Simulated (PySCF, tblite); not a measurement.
# C3H10OSSi2: geometry, infrared bands and NMR shifts

What infrared bands and NMR shifts should C3H10OSSi2 (`C=C[Si@H](C)S[SiH2]O`) show?

Computed with tblite 0.8.0 and PySCF 2.14.0, with density-fitted response routines of our own, on a single molecule in the gas phase. Atoms count from 0, in the outputs and in this text.

### 1 Starting geometry

17 atoms, charge 0, multiplicity 1; geometry from: force field or distance geometry start.

Bonds of the start (Å): C0–C1 1.34, C1–Si2 1.85, Si2–C3 1.85, Si2–S4 2.14, S4–Si5 2.12, Si5–O6 1.66, C0–H7 1.08, C0–H8 1.09, C1–H9 1.08, Si2–H10 1.48, C3–H11 1.09, C3–H12 1.08, C3–H13 1.10, Si5–H14 1.47, Si5–H15 1.48, O6–H16 0.98.

### 2 Relaxing the molecule with GFN2-xTB

The job: settings as JSON, then the geometry in Å.

```
{"job": {"kind": "relax", "xc": "GFN2-xTB", "basis": "xTB"}, "charge": 0, "multiplicity": 1}
C     -2.939700    -0.199400     0.984400
C     -2.188900     0.613800     0.226200
Si    -0.426000     0.316000    -0.255100
C     -0.264400    -1.195100    -1.302500
S      0.692900     0.097400     1.555800
Si     2.561400     0.615300     0.689600
O      3.658300     0.424900     1.917300
H     -2.576200    -1.130100     1.399300
H     -3.967600     0.073800     1.224000
H     -2.598800     1.540200    -0.134000
H      0.030400     1.512100    -1.002000
H      0.766400    -1.360900    -1.615600
H     -0.885700    -1.132000    -2.185400
H     -0.573900    -2.097700    -0.749300
H      2.892800    -0.297700    -0.414700
H      2.560100     2.027700     0.261300
H      3.252000     0.203900     2.777300
```

The run is started by

```bash
> OMP_NUM_THREADS=1 python probes_run.py task.json out
```

The driver reads the jobs from task.json and runs them one after another.

**Question.** This job is followed by: GFN2-xTB harmonic vibrations, gas phase; GIAO PBE0/pcSseg-1 NMR shielding, non-relativistic, gas phase. Predict these results of the whole session: strongest single infrared mode (GFN2-xTB); zero-point energy (GFN2-xTB); 13C shifts against TMS (PBE0/pcSseg-1); 1H shifts against TMS (PBE0/pcSseg-1, means over atoms taken as alike); 29Si shifts against TMS (PBE0/pcSseg-1); 33S shifts against CS2 (PBE0/pcSseg-1); 17O shifts against H2O (PBE0/pcSseg-1); surface potential, 1st and 99th percentile.

The runs gave:

```
                                                              quantity                                               value
                             strongest single infrared mode (GFN2-xTB)                                812 cm⁻¹, 593 km/mol
                                          zero-point energy (GFN2-xTB)                                       74.5 kcal/mol
                                13C shifts against TMS (PBE0/pcSseg-1)                               145.2, 139.2, 2.2 ppm
1H shifts against TMS (PBE0/pcSseg-1, means over atoms taken as alike)  6.62, 6.53, 6.35, 5.63, 5.62, 5.32, 1.48, 0.26 ppm
                               29Si shifts against TMS (PBE0/pcSseg-1)                                    -12.2, -15.8 ppm
                                33S shifts against CS2 (PBE0/pcSseg-1)                                            -267 ppm
                                17O shifts against H2O (PBE0/pcSseg-1)                                            24.1 ppm
                                 surface potential, 1st and 99th percentile                                  -1.20 V and 2.02 V
```

In words: Relaxing lowered the energy by 0.235 eV in 130 steps; the close pair that moved most is Si2–C3, from 1.846 to 1.899 Å. All 45 modes are real, so the xTB geometry is a minimum. The strongest single mode, at 812 cm⁻¹, has its largest shares on H16, H14 and H15 (the list is cut at 3 atoms). GFN2-xTB is a fitted tight-binding method: band positions and strengths are rough. Its intensities can rank the bands wrongly. C0 (terminal =CH2 carbon) lies farthest downfield among carbon, at 145.2 ppm; the olefinic region. At PBE0/pcSseg-1: Shielding is most anisotropic at C0 (span 255 ppm, paramagnetic term -213 ppm). By nearest atom (PBE0/pcSseg-1), the HOMO sits on S4 76 % and the LUMO on C0, C1 about 29 % each; H7, H8 about 8 % each.
